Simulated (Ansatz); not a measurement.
Which YAML input does this script hand to the engine? (Ansatz 0.2.0, Python API)

`albrh2.py`
```python
# -*- coding: utf-8 -*-
import ansatz as az

BASIS_SET = "def2-SVP"

geometry_ang = [
    ("Al", (-0.1204, -0.101, -0.0878)),
    ("Br", (1.764, 0.559, 1.1252)),
    ("H", (-0.6407, -1.5881, -0.1929)),
    ("H", (-0.9475, 1.0699, -0.8648)),
]
geometry = az.Crystal.molecule()
for symbol, xyz in geometry_ang:
    geometry = geometry.atom(symbol, xyz)

calc = (
    geometry.calculation()
    .basis(gaussian=BASIS_SET)
    .correlation(active_electrons=6, active_orbitals=6)
)
for method in ["sc_nevpt2"]:
    data = (calc if method is None else calc.correlation(method)).run(threads=1, backend="cpu").report
    space = data["configurations"]
    state = space["states"][0]
    print(method or "casscf", f"total {data['free_energy_ev'] / 27.211386246:.6f} Ha, active-space state {state['energy']['hartree']:.6f} Ha, mean field {data['reference_energy_ev'] / 27.211386246:.6f} Ha")
    print("  determinants", state["n_determinants"], " natural occupations", [round(n, 3) for n in space["natural_occupations"]])
print("effectively unpaired electrons, sum of min(n, 2 - n):", round(sum(min(n, 2 - n) for n in space["natural_occupations"]), 3))
```

```console
$ python albrh2.py
Warning: the results are in doubt because another end's mean lies 0.088 eV lower, and its corrected mean 0.067 eV higher
RunWarning: the results are in doubt because another end's mean lies 0.088 eV lower, and its corrected mean 0.067 eV higher
sc_nevpt2 total -2815.457809 Ha, active-space state -2815.198108 Ha, mean field -2815.160717 Ha
  determinants 400  natural occupations [1.985, 1.98, 1.972, 0.033, 0.016, 0.013]
effectively unpaired electrons, sum of min(n, 2 - n): 0.125
```
(Warnings from the package without file and line.)

`input.yaml`:
```yaml
crystal:
  periodic: [false, false, false]
  atoms:
    - { symbol: Al, position_ang: [-0.1204, -0.101, -0.0878] }
    - { symbol: Br, position_ang: [1.764, 0.559, 1.1252] }
    - { symbol: H, position_ang: [-0.6407, -1.5881, -0.1929] }
    - { symbol: H, position_ang: [-0.9475, 1.0699, -0.8648] }
basis:
  gaussian:
    orbitals: def2-SVP
correlation:
  method: sc_nevpt2
  active_space:
    window:
      electrons: 6
      orbitals: 6
```

Total energies depend on the basis set; only differences at equal settings carry meaning. The geometry is a force-field or estimated start, not a minimum of this method, and the basis set is short of its limit. The active space starts as a window about the frontier orbitals and is then optimised, not chosen by chemistry. A lower CASSCF solution was found and passed over, so the printed active-space state isn't the lowest. Wall time of the script: 5 s on 1 thread of Arm Neoverse V2, on a shared host, peak memory 0.18 GiB.

(A comment or docstring line of the script was reworded after the run, the code is as it ran; lines on the test bed's own set-up are left out of the output.)
